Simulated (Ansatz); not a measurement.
# CH4AlBFGaO: up Jacob's ladder to CCSD(T)

The task here is to estimate one member of a computed series from the others.

Computed with Ansatz 0.2.0, Gaussian basis. Level: functionals in def2-TZVPP, the program's frozen cores in correlated methods.

The runs, in order: LDA (SPW92), PBE-D4, revPBE-D4, BLYP-D4, r2SCAN-D4, B97M-V, PBE0-D4, B3LYP-D4, r2SCANh-D4, r2SCAN0-D4, HSE06-D4, BHLYP-D4, CAM-B3LYP-D4, LC-ωPBE, ωB97X-V, ωB97M-V, B2PLYP, PBE-QIDH; CCSD(T)/def2-SVP; CCSD(T)/def2-TZVPP; MP2/def2-QZVPP; extrapolation to the limit; RPA on PBE.

## The geometry

The geometry comes from an earlier relaxation with PBE0-D4 in a triple-zeta def2 set; it is a stationary point, not always the lowest conformer.

SMILES `[OH][Ga]1[BH][Al]([F])[CH2]1`, 10 atoms, charge 0, spin multiplicity 1.

Atoms are counted from 1 here; the program's logs count them from 0.

Bond lengths: O1–Ga2 1.777 Å, O1–H7 0.960 Å, Ga2–B3 2.003 Å, Ga2–C6 2.075 Å, B3–Al4 2.046 Å, B3–H8 1.208 Å, Al4–F5 1.649 Å, Al4–C6 1.953 Å, C6–H9 1.103 Å, C6–H10 1.088 Å. Angles: Ga2–O1–H7 113.4°, O1–Ga2–B3 154.1°, O1–Ga2–C6 124.8°, B3–Ga2–C6 81.0°, Ga2–B3–Al4 93.8°, Ga2–B3–H8 108.7°, Al4–B3–H8 113.3°, B3–Al4–F5 145.3°, B3–Al4–C6 82.9°, F5–Al4–C6 131.8°, Ga2–C6–Al4 94.4°, Ga2–C6–H9 95.1°, Ga2–C6–H10 120.0°, Al4–C6–H9 107.2°, Al4–C6–H10 125.5°, H9–C6–H10 109.9°.

Geometry (Å):

```xyz
10
charge 0, multiplicity 1
O    -2.61775   -0.87214    0.72607
Ga   -0.94093   -0.77594    0.14593
B     0.64804   -1.42401   -0.88645
Al    1.43286    0.45063   -1.11960
F     2.42867    1.39904   -2.02868
C     0.31975    0.84701    0.43523
H    -2.84898   -0.17369    1.34269
H     1.31243   -2.13352   -0.16955
H    -0.42044    1.60294    0.12165
H     0.68634    1.07970    1.43270
```

The first run:

in.yaml

```yaml
crystal:
  periodic: [false, false, false]
  atoms:
    - {symbol: O, position_ang: [-2.617750, -0.872137, 0.726074]}
    - {symbol: Ga, position_ang: [-0.940931, -0.775937, 0.145934]}
    - {symbol: B, position_ang: [0.648036, -1.424013, -0.886449]}
    - {symbol: Al, position_ang: [1.432863, 0.450630, -1.119596]}
    - {symbol: F, position_ang: [2.428670, 1.399042, -2.028681]}
    - {symbol: C, position_ang: [0.319748, 0.847008, 0.435231]}
    - {symbol: H, position_ang: [-2.848979, -0.173694, 1.342691]}
    - {symbol: H, position_ang: [1.312433, -2.133521, -0.169551]}
    - {symbol: H, position_ang: [-0.420442, 1.602936, 0.121650]}
    - {symbol: H, position_ang: [0.686342, 1.079696, 1.432696]}
basis:
  gaussian: {orbitals: def2-TZVPP}
hamiltonian: {xc: lda}
output: {orbitals: {seedname: orbitals}}
```

The run is started by

```bash
$ ansatz run in.yaml --threads 4 --pin off --events-out ev --progress --plain --max-ram 10444MiB
```

Steps of the session up to this table: LDA; PBE-D4 (GGA); revPBE-D4 (GGA); BLYP-D4 (GGA); r2SCAN-D4 (meta-GGA); B97M-V (meta-GGA); B3LYP-D4 (hybrid); r2SCANh-D4 (hybrid); r2SCAN0-D4 (hybrid); HSE06-D4 (hybrid); BHLYP-D4 (hybrid); CAM-B3LYP-D4 (range-separated); LC-ωPBE (range-separated); ωB97X-V (range-separated); ωB97M-V (range-separated); B2PLYP (double hybrid); PBE-QIDH (double hybrid).

One table of the session follows, with a row left open; its other results are not shown here.

It belongs to the step «Orbital energies across the functionals». 

| functional | HOMO (eV) | LUMO (eV) | gap (eV) |
| --- | --- | --- | --- |
| LDA (SPW92) | -5.74 | -3.45 | 2.29 |
| PBE-D4 | -5.53 | -3.18 | 2.35 |
| revPBE-D4 | -5.45 | -3.07 | 2.38 |
| BLYP-D4 | -5.36 | -3.01 | 2.35 |
| r2SCAN-D4 | -5.71 | -2.91 | 2.80 |
| B97M-V | -5.69 | -2.91 | 2.78 |
| PBE0-D4 | -6.55 | -2.26 | 4.29 |
| B3LYP-D4 | -6.34 | -2.45 | 3.89 |
| r2SCANh-D4 | -6.09 | -2.59 | 3.50 |
| r2SCAN0-D4 | -6.67 | -2.12 | 4.56 |
| HSE06-D4 | -6.16 | -2.64 | 3.52 |
| BHLYP-D4 | -7.43 | -1.24 | 6.19 |
| CAM-B3LYP-D4 | ? | ? | ? |
| LC-ωPBE | -9.08 | -0.01 | 9.06 |
| ωB97X-V | -8.73 | -0.11 | 8.62 |
| ωB97M-V | -8.59 | -0.34 | 8.25 |

**Question.** Estimate the row for CAM-B3LYP-D4.

As computed: HOMO (eV): -7.78; LUMO (eV): -1.15; gap (eV): 6.63. In the column «HOMO (eV)» it lies between ωB97M-V (-8.59) and BHLYP-D4 (-7.43).
